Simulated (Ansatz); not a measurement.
# CH₇BrO₂Si₂: up Jacob's ladder to CCSD(T)

The task here is to estimate one member of a computed series from the others.

The runs use Ansatz 0.2.0, Gaussian basis; functionals in def2-TZVPP, the program's frozen cores in correlated methods.

The runs, in order: PBE-D4, r2SCAN-D4, PBE0-D4, B3LYP-D4, ωB97X-V, ωB97M-V, B2PLYP; CCSD(T)/def2-TZVPP; MP2/def2-QZVPP; extrapolation to the limit.

## The geometry

All runs share one geometry, relaxed beforehand with PBE0-D4 in a triple-zeta def2 set.

SMILES `CO[Si](O)([SiH3])Br`, 13 atoms, charge 0, spin multiplicity 1.

Atoms are counted from 1 here; the program's logs count them from 0.

Bond lengths: C1–O2 1.412 Å, C1–H7 1.094 Å, C1–H8 1.095 Å, C1–H9 1.090 Å, O2–Si3 1.629 Å, Si3–O4 1.627 Å, Si3–Si5 2.333 Å, Si3–Br6 2.246 Å, O4–H10 0.960 Å, Si5–H11 1.488 Å, Si5–H12 1.485 Å, Si5–H13 1.487 Å. Angles: O2–C1–H7 111.0°, O2–C1–H8 111.3°, O2–C1–H9 107.9°, H7–C1–H8 108.8°, H7–C1–H9 109.1°, H8–C1–H9 108.7°, C1–O2–Si3 126.8°, O2–Si3–O4 108.3°, O2–Si3–Si5 114.8°, O2–Si3–Br6 107.1°, O4–Si3–Si5 108.5°, O4–Si3–Br6 110.3°, Si5–Si3–Br6 107.8°, Si3–O4–H10 118.3°, Si3–Si5–H11 108.3°, Si3–Si5–H12 109.8°, Si3–Si5–H13 110.6°, H11–Si5–H12 109.2° and more.

The first run:

in.yaml

```yaml
crystal:
  periodic: [false, false, false]
  atoms:
    - {symbol: C, position_ang: [-1.292219, 1.016451, -1.352569]}
    - {symbol: O, position_ang: [0.075281, 0.792065, -1.083422]}
    - {symbol: Si, position_ang: [0.711947, -0.433603, -0.219655]}
    - {symbol: O, position_ang: [2.327047, -0.408453, -0.411475]}
    - {symbol: Si, position_ang: [0.236960, -0.370232, 2.063886]}
    - {symbol: Br, position_ang: [-0.142232, -2.339460, -1.045593]}
    - {symbol: H, position_ang: [-1.735772, 0.161478, -1.870708]}
    - {symbol: H, position_ang: [-1.853976, 1.201412, -0.431292]}
    - {symbol: H, position_ang: [-1.367449, 1.897774, -1.990045]}
    - {symbol: H, position_ang: [2.679668, -0.442274, -1.303698]}
    - {symbol: H, position_ang: [-1.239737, -0.312637, 2.233324]}
    - {symbol: H, position_ang: [0.757311, -1.596129, 2.720035]}
    - {symbol: H, position_ang: [0.843182, 0.833608, 2.691203]}
basis:
  gaussian: {orbitals: def2-TZVPP}
hamiltonian: {xc: pbe, dispersion: d4}
output: {forces: true, orbitals: {seedname: orbitals}}
```

Launch:

```
ansatz run in.yaml --threads 2 --pin off --events-out ev --progress --plain --max-ram 32768MiB --backend cuda --devices 0, --max-vram 18GiB
```

Steps of the session up to this table: PBE-D4 (GGA); r2SCAN-D4 (meta-GGA); PBE0-D4 (hybrid); B3LYP-D4 (hybrid); ωB97X-V (range-separated); ωB97M-V (range-separated); B2PLYP (double hybrid); CCSD(T) in def2-TZVPP; MP2 in def2-QZVPP.

One of the session's tables, all rows but one given; the rest of the session is left out.

```
            method  atomisation energy (kJ/mol)
            PBE-D4                       4655.2
         r2SCAN-D4                       4629.1
           PBE0-D4                       4585.1
          B3LYP-D4                       4598.6
           ωB97X-V                       4637.6
           ωB97M-V                       4621.1
            B2PLYP                       4549.8
     HF/def2-TZVPP                       3366.8
    MP2/def2-TZVPP                       4574.7
   CCSD/def2-TZVPP                       4433.8
CCSD(T)/def2-TZVPP                       4499.3
           MP2/CBS                            ?
       CCSD(T)/CBS                       4640.1
```

Estimate the missing values for MP2/CBS.

The run gave: atomisation energy (kJ/mol): 4715.6. In the column «atomisation energy (kJ/mol)» it is the highest.
